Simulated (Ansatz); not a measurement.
# ClH4NSn: basis-set convergence

The task here is to estimate one member of a computed series from the others.

Method: one geometry, several basis sets; program: Ansatz 0.2.0, Gaussian basis.

Plan: PBE0-D4/def2-SVP; ωB97M-V/def2-SVP; PBE0-D4/def2-QZVPP; ωB97M-V/def2-QZVPP; the functionals' def2-TZVPP values are taken from earlier runs.

## Structure used throughout

An earlier PBE0-D4 in a triple-zeta def2 set relaxation fixed the geometry. Sn takes the def2 core potential; no spin-orbit term is included.

SMILES `[NH2][SnH2][Cl]`, 7 atoms, charge 0, spin multiplicity 1.

Atoms are counted from 1 here; the program's logs count them from 0.

Bond lengths: N1–Sn2 2.002 Å, N1–H4 1.009 Å, N1–H5 1.009 Å, Sn2–Cl3 2.335 Å, Sn2–H6 1.700 Å, Sn2–H7 1.700 Å. Angles: Sn2–N1–H4 116.4°, Sn2–N1–H5 116.4°, H4–N1–H5 109.9°, N1–Sn2–Cl3 106.5°, N1–Sn2–H6 110.9°, N1–Sn2–H7 110.9°, Cl3–Sn2–H6 105.3°, Cl3–Sn2–H7 105.3°, H6–Sn2–H7 117.0°.

As a file:

```
N    -0.9728   -0.0201   -0.8352
Sn    0.5623    0.0414    0.4491
Cl    0.8464   -2.1335    1.2510
H    -1.8035    0.4855   -0.5665
H    -0.7564    0.1652   -1.8030
H     0.1728    0.9768    1.8146
H     2.0124    0.4168   -0.3557
```

Set-up of the first run:

Input file in.yaml:

```yaml
crystal:
  periodic: [false, false, false]
  atoms:
    - {symbol: N, position_ang: [-0.972759, -0.020122, -0.835152]}
    - {symbol: Sn, position_ang: [0.562296, 0.041443, 0.449057]}
    - {symbol: Cl, position_ang: [0.846365, -2.133548, 1.250984]}
    - {symbol: H, position_ang: [-1.803460, 0.485477, -0.566489]}
    - {symbol: H, position_ang: [-0.756441, 0.165193, -1.802991]}
    - {symbol: H, position_ang: [0.172828, 0.976750, 1.814621]}
    - {symbol: H, position_ang: [2.012370, 0.416807, -0.355731]}
basis:
  gaussian: {orbitals: def2-SVP}
hamiltonian: {xc: pbe0, dispersion: d4}
output: {orbitals: {seedname: orbitals}}
```

Among the steps run: PBE0-D4 in def2-SVP; ωB97M-V in def2-SVP; PBE0-D4 in def2-QZVPP; ωB97M-V in def2-QZVPP.

One table of the session follows, with a row left open; its other results are not shown here.

It belongs to the step «Density functionals: the series». 

| functional | basis | HOMO (eV) | LUMO (eV) |
| --- | --- | --- | --- |
| PBE0-D4 | def2-SVP | -7.39 | -0.09 |
| PBE0-D4 | def2-TZVPP | -7.64 | -0.45 |
| PBE0-D4 | def2-QZVPP | -7.69 | -0.59 |
| ωB97M-V | def2-SVP | -9.71 | 1.88 |
| ωB97M-V | def2-TZVPP | -9.99 | 1.23 |
| ωB97M-V | def2-QZVPP | ? | ? |

Estimate the missing values for ωB97M-V, def2-QZVPP.

As computed: HOMO (eV): -10.05; LUMO (eV): 0.87. In the column «HOMO (eV)» it is the lowest.
